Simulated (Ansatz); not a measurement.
# C₂H₆SSi: a ladder of functionals and wavefunction methods

The task here is to estimate one member of a computed series from the others.

The runs use Ansatz 0.2.0, Gaussian basis; functionals in def2-TZVPP, the program's frozen cores in correlated methods.

Levels to be run: LDA (SPW92), PBE-D4, revPBE-D4, BLYP-D4, r2SCAN-D4, B97M-V, PBE0-D4, B3LYP-D4, r2SCANh-D4, r2SCAN0-D4, HSE06-D4, BHLYP-D4, CAM-B3LYP-D4, LC-ωPBE, ωB97X-V, ωB97M-V, B2PLYP, PBE-QIDH; CCSD(T)/def2-SVP; CCSD(T)/def2-TZVPP; MP2/def2-QZVPP; extrapolation to the limit; RPA on PBE.

**The geometry**

All runs share one geometry, relaxed beforehand with PBE0-D4 in a triple-zeta def2 set.

10 atoms, charge 0, spin multiplicity 1.

Atoms are counted from 1 here; the program's logs count them from 0.

Bond lengths: C1–C2 1.331 Å, C1–H5 1.087 Å, C1–H6 1.087 Å, C2–Si3 1.854 Å, C2–H7 1.088 Å, Si3–S4 2.141 Å, Si3–H8 1.487 Å, Si3–H9 1.485 Å, S4–H10 1.344 Å. Angles: C2–C1–H5 121.6°, C2–C1–H6 122.3°, H5–C1–H6 116.1°, C1–C2–Si3 122.0°, C1–C2–H7 118.8°, Si3–C2–H7 119.2°, C2–Si3–S4 112.0°, C2–Si3–H8 107.7°, C2–Si3–H9 112.2°, S4–Si3–H8 111.7°, S4–Si3–H9 103.1°, H8–Si3–H9 110.1°, Si3–S4–H10 94.5°.

The first run:

in.yaml reads:

```yaml
crystal:
  periodic: [false, false, false]
  atoms:
    - {symbol: C, position_ang: [-1.427423, 0.940361, -0.349553]}
    - {symbol: C, position_ang: [-0.376880, 0.692252, 0.428664]}
    - {symbol: Si, position_ang: [0.493127, -0.944778, 0.413154]}
    - {symbol: S, position_ang: [2.554395, -0.752510, -0.131290]}
    - {symbol: H, position_ang: [-1.827647, 0.187293, -1.023359]}
    - {symbol: H, position_ang: [-1.935812, 1.900640, -0.349851]}
    - {symbol: H, position_ang: [-0.009617, 1.481918, 1.081576]}
    - {symbol: H, position_ang: [-0.240793, -1.838751, -0.521168]}
    - {symbol: H, position_ang: [0.556816, -1.558989, 1.763662]}
    - {symbol: H, position_ang: [2.296738, -0.158537, -1.308936]}
basis:
  gaussian: {orbitals: def2-TZVPP}
hamiltonian: {xc: lda}
output: {orbitals: {seedname: orbitals}}
```

Run with:

```
ansatz run in.yaml --threads 2 --pin off --events-out ev --progress --plain --max-ram 4352MiB
```

Steps of the session up to this table: LDA; PBE-D4 (GGA); revPBE-D4 (GGA); BLYP-D4 (GGA); r2SCAN-D4 (meta-GGA); B97M-V (meta-GGA); B3LYP-D4 (hybrid); r2SCANh-D4 (hybrid); r2SCAN0-D4 (hybrid); HSE06-D4 (hybrid); BHLYP-D4 (hybrid); CAM-B3LYP-D4 (range-separated); LC-ωPBE (range-separated); ωB97X-V (range-separated); ωB97M-V (range-separated); B2PLYP (double hybrid); PBE-QIDH (double hybrid).

One table of the session follows, with a row left open; its other results are not shown here.

It belongs to the step «Orbital energies across the functionals». 

```
  functional  HOMO (eV)  gap (eV)
 LDA (SPW92)      -6.27      4.27
      PBE-D4      -6.16      4.39
   revPBE-D4      -6.12      4.43
     BLYP-D4      -6.00      4.38
   r2SCAN-D4      -6.44      4.87
      B97M-V      -6.55      5.01
     PBE0-D4      -7.37      6.58
    B3LYP-D4      -7.13      6.13
  r2SCANh-D4          ?         ?
  r2SCAN0-D4      -7.56      6.88
    HSE06-D4      -6.97      5.80
    BHLYP-D4      -8.44      8.75
CAM-B3LYP-D4      -8.69      9.05
     LC-ωPBE     -10.09     11.59
     ωB97X-V      -9.73     11.15
     ωB97M-V      -9.56     10.84
```

Q: Estimate the row for r2SCANh-D4 from the others.

Worked estimate for «HOMO (eV)». Against the share of exact exchange, r2SCAN-D4 (0, -6.44), r2SCAN0-D4 (0.25, -7.56) give a slope of -4.48 per unit share; at 0.1 the line stands at -6.89.

As computed: HOMO (eV): -6.89; gap (eV): 5.67. In «HOMO (eV)» the line misses by 0.00.
